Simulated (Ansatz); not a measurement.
# KMnF3: the cost of one run

Computed with Ansatz 0.2.0 (DFT PBEsol, scalar-relativistic, plane waves, PAW, unless a step's input says otherwise).

## Step 1: Starting point

It takes space group Pm-3m (No. 221, cubic). The conventional cell has a = 4.181 Å, b = 4.181 Å, c = 4.181 Å, α = 90.00°, β = 90.00°, γ = 90.00°. K (site symmetry m-3m) is surrounded by 12 F at 2.96 Å. Mn (site symmetry m-3m) is surrounded by 6 F at 2.09 Å. Around F (site symmetry 4/mmm) lie 2 Mn at 2.09 Å and 4 K at 2.96 Å.

Coordinates:

```cif
data_structure
_symmetry_space_group_name_H-M 'P 1'
_symmetry_Int_Tables_number 1
_cell_length_a 4.1812
_cell_length_b 4.1812
_cell_length_c 4.1812
_cell_angle_alpha 90.000
_cell_angle_beta 90.000
_cell_angle_gamma 90.000
_cell_volume 73.10
loop_
_atom_site_label
_atom_site_type_symbol
_atom_site_fract_x
_atom_site_fract_y
_atom_site_fract_z
_atom_site_occupancy
K1 K 0.50000 0.50000 0.50000 1
Mn1 Mn 0.00000 0.00000 0.00000 1
F1 F 0.50000 0.00000 0.00000 1
F2 F 0.00000 0.50000 0.00000 1
F3 F 0.00000 0.00000 0.50000 1
```

This cell was relaxed beforehand with the same method: volume 14.62 Å³/atom, gap on the mesh 1.05 eV, site moments up to 4.1 μB.

## Step 2: Dielectric function, independent particles

Contents of input.yaml:

```yaml
crystal:
  lattice:
    - [4.1812108368, 0.0, 0.0]
    - [0.0, 4.1812108368, 0.0]
    - [0.0, 0.0, 4.1812108368]
  atoms:
    - { symbol: K, position: [0.5, 0.5, 0.5] }
    - { symbol: Mn, position: [0.0, 0.0, 0.0], spin: 4.56 }
    - { symbol: F, position: [0.5, 0.0, 0.0] }
    - { symbol: F, position: [0.0, 0.5, 0.0] }
    - { symbol: F, position: [0.0, 0.0, 0.5] }
basis:
  ecutwfc: 420
kpoints:
  mp_grid: { grid: [8, 8, 8] }
hamiltonian:
  xc: pbesol
scf:
  occupations: { method: gaussian, width: 0.02 }
  n_extra_bands: 20
output:
  forces: false
  stress: false
  eigenvalues: true
  populations: true
  optics: { e_range: [0, 14], sigma: 0.1, nscf_kmesh: { grid: [12, 12, 12] } }
magnetization:
  spin_polarized: true
checkpoint:
  read: start.run
  write: ck
  compress: false
  write_wavefunctions: false
  write_every: 100000
```

On the command line:

```
$ ansatz run input.yaml --threads 1 --pin off --max-ram 2560MiB --backend cpu --events-out ev --progress --plain --runs-dir out
```

Q: Estimate wall time and peak memory on 1 thread of Arm Neoverse V2, shared host.

About 2.8 min, with a peak of 1.6 GiB.
